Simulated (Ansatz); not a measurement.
# C₃H₇AlO₂: up Jacob's ladder to CCSD(T)

One table from this session's results is given with a row withheld; the runs are named, their logs left out.

The runs use Ansatz 0.2.0, Gaussian basis; functionals in def2-TZVPP, the program's frozen cores in correlated methods.

The runs, in order: PBE-D4, r2SCAN-D4, PBE0-D4, B3LYP-D4, ωB97X-V, ωB97M-V, B2PLYP; CCSD(T)/def2-TZVPP; MP2/def2-QZVPP; extrapolation to the limit.

## Structure used throughout

An earlier PBE0-D4 in a triple-zeta def2 set relaxation fixed the geometry.

13 atoms, charge 0, spin multiplicity 1.

Atoms are counted from 1 here; the program's logs count them from 0.

Bond lengths: O1–Al2 1.711 Å, O1–H7 0.955 Å, Al2–C3 1.936 Å, Al2–O6 1.946 Å, Al2–H8 1.580 Å, C3–C4 1.529 Å, C3–O6 1.572 Å, C3–H9 1.089 Å, C4–C5 1.526 Å, C4–H10 1.091 Å, C4–H11 1.090 Å, C5–O6 1.460 Å, C5–H12 1.091 Å, C5–H13 1.091 Å. Angles: Al2–O1–H7 122.1°, O1–Al2–C3 114.1°, O1–Al2–O6 109.3°, O1–Al2–H8 122.2°, C3–Al2–O6 47.8°, C3–Al2–H8 123.4°, O6–Al2–H8 112.4°, Al2–C3–C4 117.1°, Al2–C3–O6 66.5°, Al2–C3–H9 126.4°, C4–C3–O6 89.5°, C4–C3–H9 116.2°, O6–C3–H9 108.8°, C3–C4–C5 87.8°, C3–C4–H10 114.6°, C3–C4–H11 115.4°, C5–C4–H10 113.6°, C5–C4–H11 115.1° and more.

The first run:

Input file in.yaml:

```yaml
crystal:
  periodic: [false, false, false]
  atoms:
    - {symbol: O, position_ang: [-1.800725, -1.100350, -0.787082]}
    - {symbol: Al, position_ang: [-0.710994, -1.387208, 0.501061]}
    - {symbol: C, position_ang: [1.011034, -0.527754, 0.288177]}
    - {symbol: C, position_ang: [1.095530, 0.620727, -0.718201]}
    - {symbol: C, position_ang: [0.029557, 1.341345, 0.103063]}
    - {symbol: O, position_ang: [-0.009275, 0.312492, 1.138794]}
    - {symbol: H, position_ang: [-2.690978, -1.445329, -0.784358]}
    - {symbol: H, position_ang: [-1.048013, -2.379894, 1.683528]}
    - {symbol: H, position_ang: [1.901968, -0.707741, 0.887233]}
    - {symbol: H, position_ang: [2.055440, 1.138308, -0.736715]}
    - {symbol: H, position_ang: [0.803798, 0.370822, -1.738231]}
    - {symbol: H, position_ang: [-0.945847, 1.441089, -0.375003]}
    - {symbol: H, position_ang: [0.329105, 2.288690, 0.552536]}
basis:
  gaussian: {orbitals: def2-TZVPP}
hamiltonian: {xc: pbe, dispersion: d4}
output: {forces: true, orbitals: {seedname: orbitals}}
```

Run with:

```
$ ansatz run in.yaml --threads 4 --pin off --events-out ev --progress --plain --max-ram 10444MiB
```

Among the steps run: PBE-D4 (GGA); r2SCAN-D4 (meta-GGA); PBE0-D4 (hybrid); B3LYP-D4 (hybrid); ωB97X-V (range-separated); ωB97M-V (range-separated); B2PLYP (double hybrid); CCSD(T) in def2-TZVPP; MP2 in def2-QZVPP.

One of the session's tables, all rows but one given; the rest of the session is left out.

It belongs to the step «Atomisation energies». 

| method | atomisation energy (kJ/mol) |
| --- | --- |
| PBE-D4 | 5134.8 |
| r2SCAN-D4 | 5045.5 |
| PBE0-D4 | 5029.5 |
| B3LYP-D4 | ? |
| ωB97X-V | 5042.0 |
| ωB97M-V | 5045.0 |
| B2PLYP | 4966.6 |
| HF/def2-TZVPP | 3587.9 |
| MP2/def2-TZVPP | 5013.8 |
| CCSD/def2-TZVPP | 4821.2 |
| CCSD(T)/def2-TZVPP | 4903.6 |
| MP2/CBS | 5146.8 |
| CCSD(T)/CBS | 5036.7 |

Q: Estimate the row for B3LYP-D4 from the others.

As computed: atomisation energy (kJ/mol): 5006.0. In the column «atomisation energy (kJ/mol)» it lies between B2PLYP (4966.6) and MP2/def2-TZVPP (5013.8).
